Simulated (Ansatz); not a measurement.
This script makes vertical energies of changing the electron count of AlClFHOSi, SMILES F[Si]1(Cl)[O][AlH]1 with the Ansatz DFT code, driven from Python.

The script, `ip_alclfhosi.py`:
```python
'''Vertical ionisation energy and electron affinity of AlClFHOSi.'''

import ansatz as az


def energy(molecule, charge=0, unpaired=0):
    calc = (
        molecule.calculation()
        .basis(gaussian='def2-SVPD')
        .functional('pbe0', dispersion='d3bj')
    )
    if charge:
        calc = calc.charge(charge)
    if unpaired:
        calc = calc.spin('collinear', total=unpaired)
    return calc.run(threads=1, backend='cpu').report['free_energy_ev']

GEOMETRY = '''
F    -0.94610   -2.00520    0.18010
Si    0.20490   -0.79150    0.01660
Cl    2.13910   -1.47860   -0.22320
O    -0.11580    0.29470   -1.28320
Al   -0.24750    1.47480    0.09740
H    -0.99260    2.44180    1.16610
'''


def main() -> None:
    molecule = az.Crystal.molecule()
    for line in GEOMETRY.strip().splitlines():
        symbol, *xyz = line.split()
        molecule = molecule.atom(symbol, [float(v) for v in xyz])

    # total-energy differences at one geometry
    parent = energy(molecule, 0, 0)
    cation = energy(molecule, 1, 1)
    print(f'E(N)   = {parent:.5f} eV')
    print(f'E(N-1) = {cation:.5f} eV  (1 unpaired)')
    print(f'vertical ionisation energy {cation - parent:.3f} eV')
    anion = energy(molecule, -1, 1)
    print(f'E(N+1) = {anion:.5f} eV  (1 unpaired)')
    print(f'vertical electron affinity {parent - anion:.3f} eV' + ('' if anion < parent else ' (unbound in this basis)'))
    print(f'fundamental gap IP - EA = {cation + anion - 2 * parent:.3f} eV')


if __name__ == '__main__':
    main()
```

What does it cost to change the electron count at this fixed geometry?

At this unrelaxed geometry removing an electron costs 8.56 eV and adding one releases 1.50 eV.

What the script printed:

`python ip_alclfhosi.py` gives:
```text
E(N)   = -31753.61492 eV
E(N-1) = -31745.05789 eV  (1 unpaired)
vertical ionisation energy 8.557 eV
E(N+1) = -31755.11471 eV  (1 unpaired)
vertical electron affinity 1.500 eV
fundamental gap IP - EA = 7.057 eV
```

Notes:
- Total energies depend on the basis set; only differences at equal settings carry meaning.
- The geometry is a force-field or estimated start, not a minimum of this method, and the basis set is short of its limit. All parts are taken at fixed geometry, without zero-point energy. At an unrelaxed start these energies can be a whole eV from those at the minimum, and a small affinity can change sign.
- It ran for 28 s on 1 thread of Arm Neoverse V2, on a shared host, peak memory 0.48 GiB.
